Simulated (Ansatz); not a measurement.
# C4H10Sn: one species, many methods

An exercise on one series of results from a longer session: the logs are not shown, and one member is left open.

Computed with Ansatz 0.2.0, Gaussian basis. Level: functionals in def2-TZVPP, the program's frozen cores in correlated methods.

The runs, in order: LDA (SPW92), PBE-D4, revPBE-D4, BLYP-D4, r2SCAN-D4, B97M-V, PBE0-D4, B3LYP-D4, r2SCANh-D4, r2SCAN0-D4, HSE06-D4, BHLYP-D4, CAM-B3LYP-D4, LC-ωPBE, ωB97X-V, ωB97M-V, B2PLYP, PBE-QIDH; CCSD(T)/def2-SVP; CCSD(T)/def2-TZVPP; MP2/def2-QZVPP; extrapolation to the limit; RPA on PBE.

2 further runs of the same task are left out: 2 that didn't finish.

**The geometry**

An earlier PBE0-D4 in a triple-zeta def2 set relaxation fixed the geometry. Sn takes the def2 core potential; no spin-orbit term is included.

SMILES `C[CH2][Sn][CH2]C`, 15 atoms, charge 0, spin multiplicity 1.

Atoms are counted from 1 here; the program's logs count them from 0.

Bond lengths: C1–C2 1.524 Å, C1–H6 1.095 Å, C1–H7 1.095 Å, C1–H8 1.093 Å, C2–Sn3 2.205 Å, C2–H9 1.093 Å, C2–H10 1.097 Å, Sn3–C4 2.206 Å, C4–C5 1.524 Å, C4–H11 1.093 Å, C4–H12 1.098 Å, C5–H13 1.095 Å, C5–H14 1.095 Å, C5–H15 1.093 Å. Angles: C2–C1–H6 111.9°, C2–C1–H7 112.1°, C2–C1–H8 111.8°, H6–C1–H7 106.6°, H6–C1–H8 107.0°, H7–C1–H8 107.1°, C1–C2–Sn3 113.5°, C1–C2–H9 110.8°, C1–C2–H10 110.4°, Sn3–C2–H9 108.3°, Sn3–C2–H10 107.1°, H9–C2–H10 106.5°, C2–Sn3–C4 94.7°, Sn3–C4–C5 114.8°, Sn3–C4–H11 108.0°, Sn3–C4–H12 106.2°, C5–C4–H11 110.9°, C5–C4–H12 110.4° and more.

Set-up of the first run:

Input file in.yaml:

```yaml
crystal:
  periodic: [false, false, false]
  atoms:
    - {symbol: C, position_ang: [-0.533149, 0.482616, 1.816291]}
    - {symbol: C, position_ang: [0.919991, 0.482546, 1.355648]}
    - {symbol: Sn, position_ang: [1.505017, -1.360030, 0.294954]}
    - {symbol: C, position_ang: [-0.091429, -1.211453, -1.219631]}
    - {symbol: C, position_ang: [-0.177531, 0.135041, -1.927294]}
    - {symbol: H, position_ang: [-0.746573, -0.348856, 2.495994]}
    - {symbol: H, position_ang: [-0.794010, 1.400306, 2.354333]}
    - {symbol: H, position_ang: [-1.225879, 0.394566, 0.975252]}
    - {symbol: H, position_ang: [1.596248, 0.619018, 2.203623]}
    - {symbol: H, position_ang: [1.105226, 1.320485, 0.672160]}
    - {symbol: H, position_ang: [0.050474, -2.021724, -1.939876]}
    - {symbol: H, position_ang: [-1.031454, -1.428919, -0.695571]}
    - {symbol: H, position_ang: [0.749580, 0.378361, -2.456146]}
    - {symbol: H, position_ang: [-0.978601, 0.156181, -2.674019]}
    - {symbol: H, position_ang: [-0.369810, 0.951162, -1.226317]}
basis:
  gaussian: {orbitals: def2-TZVPP}
hamiltonian: {xc: lda}
output: {orbitals: {seedname: orbitals}}
```

Among the steps run: LDA; PBE-D4 (GGA); revPBE-D4 (GGA); BLYP-D4 (GGA); r2SCAN-D4 (meta-GGA); B97M-V (meta-GGA); PBE0-D4 (hybrid); B3LYP-D4 (hybrid); r2SCANh-D4 (hybrid); r2SCAN0-D4 (hybrid); HSE06-D4 (hybrid); BHLYP-D4 (hybrid); CAM-B3LYP-D4 (range-separated); LC-ωPBE (range-separated); ωB97X-V (range-separated); ωB97M-V (range-separated); B2PLYP (double hybrid); PBE-QIDH (double hybrid).

One table of the session follows, with a row left open; its other results are not shown here.

It belongs to the step «Orbital energies across the functionals». 

```
  functional  HOMO (eV)  LUMO (eV)  gap (eV)
 LDA (SPW92)      -4.91      -3.37      1.54
      PBE-D4      -4.75      -3.10      1.65
   revPBE-D4      -4.70      -2.98      1.72
     BLYP-D4      -4.64      -3.06      1.59
   r2SCAN-D4      -4.95      -2.98      1.97
      B97M-V      -4.91      -3.09      1.82
     PBE0-D4      -5.69      -2.35      3.35
    B3LYP-D4          ?          ?         ?
  r2SCANh-D4      -5.30      -2.70      2.60
  r2SCAN0-D4      -5.83      -2.29      3.54
    HSE06-D4      -5.31      -2.71      2.60
    BHLYP-D4      -6.54      -1.62      4.92
CAM-B3LYP-D4      -6.90      -1.45      5.45
     LC-ωPBE      -8.07      -0.30      7.77
     ωB97X-V      -7.80      -0.46      7.33
     ωB97M-V      -7.73      -0.65      7.08
```

**Question.** Estimate the row for B3LYP-D4.

Worked estimate for «HOMO (eV)». Against the share of exact exchange, BLYP-D4 (0, -4.64), BHLYP-D4 (0.5, -6.54) give a slope of -3.80 per unit share; at 0.2 the line stands at -5.40.

**Answer.** HOMO (eV): -5.55; LUMO (eV): -2.62; gap (eV): 2.93. In «HOMO (eV)» the line misses by +0.15.
